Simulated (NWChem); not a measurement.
**NaI (Sodium Iodide): HF/def2-TZVP (core potential)**

Aim: the vertical singlet–triplet gap of NaI (Sodium Iodide) at HF/def2-TZVP (core potential), from 2 runs. 

Program for the calculation: NWChem 7.3.0.

4 further runs of the same task are left out: 4 set aside as unsound or not needed. Runs told in other sessions of the task aren't counted.

### Step 1. Starting point

NaI: 2 atoms, total charge 0, spin state singlet. As SMILES, `[Na][I]`. The coordinates come from a PBE0-D4/def2-TZVP relaxation.

Bond lengths: Na1–I2 2.715 Å.

### Step 2. Energy and gradient at HF/def2-TZVP (core potential)

The input, ina.nw:

```
start ina
title "Sodium Iodide"
memory total 2200 mb
charge 0
geometry noautosym nocenter noautoz
  Na       0.000000       0.000000       0.044310
  I        0.000000       0.000000       2.758810
end
basis spherical bse
  * library def2-TZVP
end
ecp bse
  I library def2-TZVP
end
scf
  thresh 1e-08
  maxiter 80
  print low
end
task scf gradient
```

Run with:

```console
$ nwchem ina.nw > ina.out
```

Standard output, cut to the lines that bear on the results:

```text
[...]
  functions       =    82
[...]
  wavefunction    = RHF
[...]
         Total SCF energy =   -458.599180443477
      One-electron energy =   -854.811855750112
      Two-electron energy =    342.602896903644
 Nuclear repulsion energy =     53.609778402990
        Time for solution =     19.8s
[...]
                         RHF ENERGY GRADIENTS
    atom               coordinates                        gradient
                 x          y          z           x          y          z
   1 Na      0.000000   0.000000   0.083734    0.000000  -0.000000   0.003815
   2 I       0.000000   0.000000   5.213395   -0.000000   0.000000  -0.003815
 Task  times  cpu:       26.3s     wall:       26.3s
 Total times  cpu:       26.3s     wall:       26.3s
```

It took 27 s on 1 thread of AMD EPYC 7B13 (Zen 3), shared host; peak memory 0.11 GiB.

### Step 3. The triplet: a single-point energy at UHF/def2-TZVP (core potential)

The input, ina.nw:

```
start ina
title "INa hf"
memory 2200 mb
geometry units bohr noautosym nocenter noautoz
  Na   0.00000000   0.00000000   0.08373376
  I    0.00000000   0.00000000   5.21339533
end
basis "ao basis" spherical bse
  Na library def2-TZVP
  I library def2-TZVP
end
ecp bse
  I library def2-TZVP
end
scf
  triplet
  uhf
  thresh 1e-08
  maxiter 80
  noprint "final vectors analysis"
end
task scf energy
```

Run with:

```console
$ nwchem ina.nw > ina.out
```

Standard output, cut to the lines that bear on the results:

```text
[...]
  functions       =    82
[...]
  wavefunction    = UHF
[...]
         Total SCF energy =   -458.487356475318
      One electron energy =   -851.347278044526
      Two electron energy =    339.250147074864
 Nuclear repulsion energy =     53.609774494343
                       Sz =      1.0000
                 Sz(Sz+1) =      2.0000
                      S^2 =      2.0097
[...]
```

Wall time 22 s (1 thread of AMD EPYC 7B13 (Zen 3), shared host); peak memory 0.1 GiB.

### Step 4. Summary of results

Level: HF/def2-TZVP (core potential).

```
                                        quantity          value
                           singlet: total energy  -458.59918 Eh
               singlet: largest force on an atom     0.196 eV/Å
                           triplet: total energy  -458.48736 Eh
                          triplet: dipole moment         4.41 D
                                   triplet: ⟨S²⟩          2.010
vertical energy of the triplet above the singlet       3.043 eV
```

What this shows: At this shape the triplet lies 3.04 eV (294 kJ/mol) above the singlet.
